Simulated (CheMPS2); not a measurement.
# GeF2 (SMILES [F][Ge][F]) at DMRG/STO-3G

Aim: the vertical singlet–triplet gap of GeF2 at DMRG/STO-3G, from 2 runs. 

The results are computed with CheMPS2 1.8.12.

3 further runs of the same task are left out: 3 set aside as unsound or not needed.

## (1) The structure to begin with

GeF2 has 3 atoms, charge 0, and is taken as a singlet. SMILES: `[F][Ge][F]`. The coordinates come from a PBE0-D4/def2-TZVP relaxation.

Bond lengths: F1–Ge2 1.745 Å, Ge2–F3 1.745 Å. Angles: F1–Ge2–F3 97.2°.

## (2) The energy at DMRG/STO-3G

File integrals.py:

```python
from pyscf import ao2mo, cc, dft, gto, mcscf, mp, scf
from pyscf.tools import fcidump

mol = gto.M(atom="""
F     -0.675900    -1.101800    -0.497500
Ge     0.637500    -0.295200     0.320200
F      0.027600     1.332100     0.164100
""", basis="sto-3g", verbose=4, max_memory=2000)
print("basis functions          = %d" % (mol.nao))
mf = scf.RHF(mol)
mf.conv_tol = 1e-10
mf.max_cycle = 200
mf.kernel()
if not mf.converged:
    mf = mf.newton().run(mf.mo_coeff, mf.mo_occ)
print(f"E(HF)                    = {mf.e_tot:.10f}")
# single-reference ladder for comparison
ref = mf
pt = mp.MP2(ref, frozen=11).run()
mycc = cc.CCSD(ref, frozen=11)
mycc.max_cycle = 150
mycc.kernel()
print("E(MP2)                   = %.10f" % (pt.e_tot))
if mycc.converged:
    print(f"E(CCSD)                  = {mycc.e_tot:.10f}")
    print(f"E(CCSD(T))               = {mycc.e_tot + mycc.ccsd_t():.10f}")
    print(f"T1 diagnostic            = {mycc.get_t1_diagnostic():.4f}")
# a few density functionals on the same geometry and basis
ks = dft.RKS(mol, xc="tpss").set(conv_tol=1e-9, verbose=3).run()
if ks.converged:
    print("E(TPSS)                  = %.8f" % (ks.e_tot))
ks = dft.RKS(mol, xc="blyp").set(conv_tol=1e-9, verbose=3).run()
if ks.converged:
    print("E(BLYP)                  = %.8f" % (ks.e_tot))
ks = dft.RKS(mol, xc="hse06").set(conv_tol=1e-9, verbose=3).run()
if ks.converged:
    print(f"E(HSE06)                 = {ks.e_tot:.8f}")
# write the integrals of the correlated orbitals
cas = mcscf.CASCI(mf, 17, 28)
h1, ecore = cas.get_h1eff()
fcidump.from_integrals("FCIDUMP", h1, cas.get_h2eff(), 17, 28, nuc=ecore, ms=0)
# exact diagonalisation in the same space
ci = mcscf.CASCI(mf, 17, (14, 14))
ci.fix_spin_(ss=0)
ci.fcisolver.conv_tol = 1e-10
ci.fcisolver.max_cycle = 200
ci.kernel()
print(f"exact diagonalisation    = {ci.e_tot:.10f}")
```

File dmrg.input:

```
FCIDUMP = FCIDUMP
GROUP = 0
MULTIPLICITY = 1
NELECTRONS = 28
IRREP = 0
EXCITATION = 0
SWEEP_STATES = 75, 112, 150, 150
SWEEP_ENERGY_CONV = 1e-05, 1e-05, 1e-05, 1e-07
SWEEP_MAX_SWEEPS = 2, 2, 2, 6
SWEEP_NOISE_PREFAC = 0.05, 0.05, 0.005, 0.0
SWEEP_DVDSON_RTOL = 3e-05, 3e-05, 3e-05, 3e-06
NOCC = 0
NACT = 17
NVIR = 0
MOLCAS_FIEDLER = TRUE
PRINT_CORR = TRUE
TMP_FOLDER = .
```

The run is started by

```console
$ python integrals.py && chemps2 --file=dmrg.input
```

Standard output:

```text
$ python integrals.py

[INPUT] verbose = 4
[INPUT] num. atoms = 3
[INPUT] num. electrons = 50
[INPUT] charge = 0
[INPUT] spin (= nelec alpha-beta = 2S) = 0
[INPUT] symmetry False subgroup None
[INPUT] Mole.unit = angstrom
[INPUT] Symbol           X                Y                Z      unit          X                Y                Z       unit  Magmom
[INPUT]  1 F     -0.675900000000  -1.101800000000  -0.497500000000 AA   -1.277265887594  -2.082100244046  -0.940138746971 Bohr   0.0
[INPUT]  2 Ge     0.637500000000  -0.295200000000   0.320200000000 AA    1.204700404410  -0.557847151972   0.605090305086 Bohr   0.0
[INPUT]  3 F      0.027600000000   1.332100000000   0.164100000000 AA    0.052156441038   2.517304170533   0.310104057041 Bohr   0.0

[... 113 lines left out ...]
converged SCF energy = -2249.68066853495
[... 107 lines left out ...]
***     Maximum discarded weight = 0
[... 49 lines left out ...]
***     Minimum energy           = -2247.92061705129
[... 21 lines left out ...]
***     Minimum energy           = -2247.92065598724
[... 15 lines left out ...]
***     Maximum discarded weight = 7.98091834321481e-07
[... 21 lines left out ...]
***     Maximum discarded weight = 1.5642450867277e-07
[... 21 lines left out ...]
***     Maximum discarded weight = 1.61126600059548e-07
[... 22 lines left out ...]
***     Maximum discarded weight during the last sweep     = 1.6121405387528e-07
[... 181 lines left out ...]
   Columns 1 to 8

    0           0.000528    0.000061    0.000006    0.000007    0.000060    0.000016    0.000674
    0.000528    0           0.000032    0.000006    0.000006    0.000101    0.000011    0.000273
    0.000061    0.000032    0           0.000060    0.000038    0.000100    0.000086    0.000607
[... 13 lines of this table left out ...]
    0.002715    0.002986    0.000961    0.000037    0.000099    0.001349    0.000229    0.016805

   Columns 9 to 16

    0.000373    0.000176    0.000269    0.000251    0.000599    0.000765    0.000491    0.001660
    0.000862    0.000119    0.000149    0.000480    0.001569    0.000764    0.000550    0.001865
    0.000132    0.000083    0.000148    0.000108    0.000114    0.000898    0.000326    0.000526
[... 13 lines of this table left out ...]
    0.007510    0.007768    0.006452    0.014597    0.049205    0.032826    0.020443    0.019809

   Columns 17 to 17

    0.002715
    0.002986
    0.000961
    0.000037
    0.000099
    0.001349
    0.000229
    0.016805
    0.007510
    0.007768
    0.006452
    0.014597
    0.049205
    0.032826
    0.020443
    0.019809
    0

--------------------------------------------------------
```

Run time: 2.2 min. Hardware: 1 thread of Arm Neoverse V1, shared host; peak memory 0.23 GiB.

## (3) The triplet: a single-point energy at DMRG/STO-3G

File prepare.py:

```python
from pyscf import ao2mo, cc, dft, gto, mcscf, mp, scf
from pyscf.tools import fcidump

mol = gto.M(atom="mol.xyz", basis="sto-3g", spin=2, verbose=4)
print("nao: %d" % (mol.nao))
mf = scf.ROHF(mol)
mf.conv_tol = 1e-10
mf.max_cycle = 200
mf.kernel()
if not mf.converged:
    mf = mf.newton().run(mf.mo_coeff, mf.mo_occ)
print(f"E(SCF): {mf.e_tot:.10f}")
# single-reference ladder for comparison
ref = scf.UHF(mol).run(mf.make_rdm1(), conv_tol=1e-10)
pt = mp.MP2(ref, frozen=11).run()
mycc = cc.CCSD(ref, frozen=11)
mycc.max_cycle = 150
mycc.kernel()
print(f"E(MP2): {pt.e_tot:.10f}")
if mycc.converged:
    print(f"E(CCSD): {mycc.e_tot:.10f}")
    print(f"E(CCSD(T)): {mycc.e_tot + mycc.ccsd_t():.10f}")
# a few density functionals on the same geometry and basis
ks = dft.UKS(mol, xc="tpss").set(conv_tol=1e-9, verbose=3).run(mf.make_rdm1())
if ks.converged:
    print(f"E(TPSS): {ks.e_tot:.8f}")
ks = dft.UKS(mol, xc="blyp").set(conv_tol=1e-9, verbose=3).run(mf.make_rdm1())
if ks.converged:
    print("E(BLYP): %.8f" % (ks.e_tot))
ks = dft.UKS(mol, xc="hse06").set(conv_tol=1e-9, verbose=3).run(mf.make_rdm1())
if ks.converged:
    print(f"E(HSE06): {ks.e_tot:.8f}")
# natural orbitals of MP2 give a compact matrix product state
occ_no, mo = mcscf.addons.make_natural_orbitals(mp.MP2(mf.to_uhf(), frozen=11).run())
mf.mo_coeff = mo
# FCIDUMP for the DMRG program
cas = mcscf.CASCI(mf, 17, 28)
h1, ecore = cas.get_h1eff()
fcidump.from_integrals("FCIDUMP", h1, cas.get_h2eff(), 17, 28, nuc=ecore, ms=2)
# FCI check
ci = mcscf.CASCI(mf, 17, (15, 13))
ci.fix_spin_(ss=2)
ci.fcisolver.conv_tol = 1e-10
ci.fcisolver.max_cycle = 200
ci.kernel()
print("exact diagonalisation: %.10f" % (ci.e_tot))
```

File chemps2.input:

```
FCIDUMP = FCIDUMP
GROUP = 0
MULTIPLICITY = 3
NELECTRONS = 28
IRREP = 0
EXCITATION = 0
SWEEP_STATES = 150, 225, 300, 300
SWEEP_ENERGY_CONV = 1e-04, 1e-04, 1e-04, 1e-06
SWEEP_MAX_SWEEPS = 3, 2, 2, 6
SWEEP_NOISE_PREFAC = 0.05, 0.05, 0.005, 0.0
SWEEP_DVDSON_RTOL = 1e-04, 1e-04, 1e-04, 1e-05
NOCC = 0
NACT = 17
NVIR = 0
MOLCAS_FIEDLER = FALSE
PRINT_CORR = TRUE
TMP_FOLDER = .
```

The run is started by

```console
$ python prepare.py && chemps2 --file=chemps2.input
```

Standard output:

```text
$ python prepare.py

[INPUT] verbose = 4
[INPUT] num. atoms = 3
[INPUT] num. electrons = 50
[INPUT] charge = 0
[INPUT] spin (= nelec alpha-beta = 2S) = 2
[INPUT] symmetry False subgroup None
[INPUT] Mole.unit = angstrom
[INPUT] Symbol           X                Y                Z      unit          X                Y                Z       unit  Magmom
[INPUT]  1 F     -0.675900000000  -1.101800000000  -0.497500000000 AA   -1.277265887594  -2.082100244046  -0.940138746971 Bohr   0.0
[INPUT]  2 Ge     0.637500000000  -0.295200000000   0.320200000000 AA    1.204700404410  -0.557847151972   0.605090305086 Bohr   0.0
[INPUT]  3 F      0.027600000000   1.332100000000   0.164100000000 AA    0.052156441038   2.517304170533   0.310104057041 Bohr   0.0

[... 181 lines left out ...]
WARN: HOMO -0.00123106048223348 >= LUMO -0.0799112571710232
[... 17 lines left out ...]
WARN: HOMO -0.00455548591849439 >= LUMO -0.0912989477585366
[... 27 lines left out ...]
WARN: HOMO 0.0105066623890979 >= LUMO -0.0878260455315984
[... 27 lines left out ...]
WARN: HOMO -0.0387861667420017 >= LUMO -0.0786260211698883
[... 17 lines left out ...]
WARN: HOMO -0.0326290766831687 >= LUMO -0.0677929721065011
[... 148 lines left out ...]
***     Maximum discarded weight = 2.55072490000156e-06
[... 42 lines left out ...]
***     Minimum energy           = -2247.81327049423
[... 37 lines left out ...]
***     Maximum discarded weight during the last sweep     = 1.13186018842085e-08
[... 181 lines left out ...]
   Columns 1 to 8

    0           0.000037    0.000033    0.000016    0.000028    0.000002    0.000002    0.000009
    0.000037    0           0.000015    0.000032    0.000019    0.000004    0.000004    0.000004
    0.000033    0.000015    0           0.000027    0.000078    0.000002    0.000028    0.000003
[... 13 lines of this table left out ...]
    0.000021    0.000099    0.000045    0.000169    0.001191    0.000723    0.000647    0.002552

   Columns 9 to 16

    0.000002    0.000011    0.000007    0.000004    0.000001    0.000007    0.000079    0.000056
    0.000008    0.000001    0.000001    0.000011    0.000008    0.000010    0.000058    0.000009
    0.000002    0.000167    0.000015    0.000050    0.000001    0.000391    0.000012    0.000103
[... 13 lines of this table left out ...]
    0.002376    0.002076    0.009580    0.026058    0.059632    0.017083    0.004659    0.015286

   Columns 17 to 17

    0.000021
    0.000099
    0.000045
    0.000169
    0.001191
    0.000723
    0.000647
    0.002552
    0.002376
    0.002076
    0.009580
    0.026058
    0.059632
    0.017083
    0.004659
    0.015286
    0

--------------------------------------------------------
```

Wall time 2.5 min (1 thread of Arm Neoverse V1, shared host); peak memory 0.2 GiB.

## (4) Outcome

Level: DMRG/STO-3G, 11 core orbitals frozen.

| quantity | value |
| --- | --- |
| run 1, DMRG/STO-3G: total energy | -2247.92067 Eh |
| run 1, DMRG/STO-3G: T1 diagnostic of the CCSD step | 0.021 |
| triplet: total energy | -2247.81327 Eh |
| vertical energy of the triplet above the singlet | 2.922 eV |

At this shape the triplet lies 2.92 eV (67 kcal/mol) above the singlet. In a minimal basis such a difference can be off by several eV, whatever the method. The T1 diagnostic (run 1, DMRG/STO-3G) of 0.021 is above the customary mark for such species, so a single reference may not serve.
